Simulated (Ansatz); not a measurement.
# Be2H (doublet): wave-function methods side by side at distance Be1–Be2 = 2.363 Å, cc-pVDZ

How much of the correlation energy of Be2H (doublet) does each wave-function method recover here?

Program: Ansatz 0.2.0, Gaussian basis. Level of theory: cc-pVDZ, core rule «outside noble gas», up to 2 orbitals frozen. These are calculated values, not measurements.

To be run: UHF; CCSD(T) on ROHF; CCSD(T) on UHF; BCCD(T) on ROHF; CISD; CCSDT(Q) on ROHF; CCSDT(Q) on UHF; CASSCF and MRCISD+Q, 3 electrons in 3 orbitals; CASSCF and NEVPT2, 3 electrons in 3 orbitals; CASSCF and MRCISD+Q, 5 electrons in 9 orbitals; CASSCF and NEVPT2, 5 electrons in 9 orbitals; Full CI.

27 further runs of the same task are left out: 14 for a known fault of the program, 9 that didn't finish, 4 set aside as unsound or not needed.

## (1) The geometry

The geometry derives from a PBE0/def2-TZVP stationary point (not a proven minimum). One bond is set to the value named and the two fragments are kept rigid.

3 atoms, charge 0, spin multiplicity 2.

Atoms are counted from 1 here; the program's logs count them from 0.

Bond lengths: Be1–H3 1.348 Å.

## (2) UHF

Contents of in.yaml:

```yaml
crystal:
  periodic: [false, false, false]
  atoms:
    - {symbol: Be, position_ang: [0.000000, 0.000000, 0.338171]}
    - {symbol: Be, position_ang: [0.000000, 0.000000, -2.024829]}
    - {symbol: H, position_ang: [0.000000, 0.000000, 1.686657]}
basis:
  gaussian: {orbitals: cc-pVDZ}
magnetization: {spin_polarized: true, initial_magnetization: 1}
hamiltonian: {xc: hf}
output: {orbitals: {seedname: orbitals}}
```

Started as:

```console
ansatz run in.yaml --threads 1 --pin off --events-out ev --progress --plain --max-ram 2393MiB
```

After this run come: CCSD(T) on ROHF; CCSD(T) on UHF; BCCD(T) on ROHF; CISD; CCSDT(Q) on ROHF; CCSDT(Q) on UHF; CASSCF and MRCISD+Q, 3 electrons in 3 orbitals; CASSCF and NEVPT2, 3 electrons in 3 orbitals; CASSCF and MRCISD+Q, 5 electrons in 9 orbitals; CASSCF and NEVPT2, 5 electrons in 9 orbitals; Full CI.

Q: Predict the results of all the runs planned. Wanted: FCI below the RHF energy; RMP2 from FCI; UMP2 from FCI; RCCSD from FCI; RCCSD(T) from FCI; UCCSD(T) from FCI; RCCSDT(Q) from FCI; UCCSDT(Q) from FCI; NEVPT2 pair from FCI.

**Answer**, as computed:

| quantity | value |
| --- | --- |
| FCI below the RHF energy | -2.2539 eV |
| RMP2 from FCI | +709.9 meV |
| UMP2 from FCI | +695.6 meV |
| RCCSD from FCI | +64.4 meV |
| RCCSD(T) from FCI | +21.0 meV |
| UCCSD(T) from FCI | +19.6 meV |
| RCCSDT(Q) from FCI | +0.7 meV |
| UCCSDT(Q) from FCI | +0.6 meV |
| NEVPT2 pair from FCI | +736.4 meV |
| MRCISD+Q pair from FCI | -21.8 meV |
| NEVPT2 valence from FCI | +341.2 meV |
| levels within 1 kcal/mol (43 meV) | RCCSD(T), UCCSD(T), BCCD(T), RCCSDT, UCCSDT, RCCSDT(Q), UCCSDT(Q), MRCISD+Q pair, MRCISD valence, MRCISD+Q valence |
| T1 diagnostic | 0.035 |
| effectively unpaired electrons | 1.07 |

**Reading.** RCCSD(T) misses by +21.0 meV, 0.9 % of the correlation energy. MRCISD+Q pair falls below full CI: the +Q correction isn't variational, and the cores differ from full CI's. One determinant dominates. Of the multireference levels listed MRCISD+Q valence comes nearest in total energy (+8.0 meV), which doesn't show that its space is the better one. These misses are within one basis, not against nature; the frozen cores of restricted and unrestricted runs differ, which can shift their rows.
